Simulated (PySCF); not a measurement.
# The bond of BeN, level by level

One table from this session's results is given with a row withheld; the runs are named, their logs left out.

The runs use PySCF 2.14.0; Be def2-TZVP, N def2-TZVP, no relativity.

The first run:

A driver script around PySCF takes these settings:

```yaml
atoms: Be, N
charge: 0
basis: Be def2-TZVP, N def2-TZVP
Hamiltonian: no relativity
basis_functions: 50
electrons_treated: 11
masses_in_u: 9.0122, 14.0031
levels: PBE0, PBE, r²SCAN, PW91, BP86, r²SCAN0, LC-ωPBE, HF, MP2, SCS-MP2, CCSD, CCSD(T)
grid: 80 radial by 434 angular points
occupations: held fixed by the projection of orbital angular momentum
dissociation_limit: Be + N, each in its ground configuration
starting_distance_in_angstrom: 1.615
values_of_2S_to_try: 1, 3
```

On the command line:

```bash
> OMP_NUM_THREADS=1 python dia.py task.json out
```

Steps of the session up to this table: The job; The PBE0 curve of the state that the search chose; Excited determinants; PBE (GGA); r²SCAN; PW91; BP86 (GGA); r²SCAN0; LC-ωPBE; UHF; Correlated methods on the Hartree–Fock reference.

One table of the session follows, with a row left open; its other results are not shown here.

Differences from CCSD(T) in the same basis:

```
      level  Re (mÅ)  ωe (%)
        UHF      -22    +7.7
    UHF-MP2        ?       ?
UHF-SCS-MP2       -9    +4.0
   UHF-CCSD       -5    +1.5
        PBE       +2    -0.7
       PW91        0    -0.5
       BP86       +5    -1.2
     r²SCAN       -3     0.0
       PBE0      -13    +3.5
    r²SCAN0      -13    +2.8
    LC-ωPBE      -19    +6.4
```

Q: Estimate the row for UHF-MP2 from the others.

**Answer.** Re (mÅ): -13; ωe (%): +5.2.
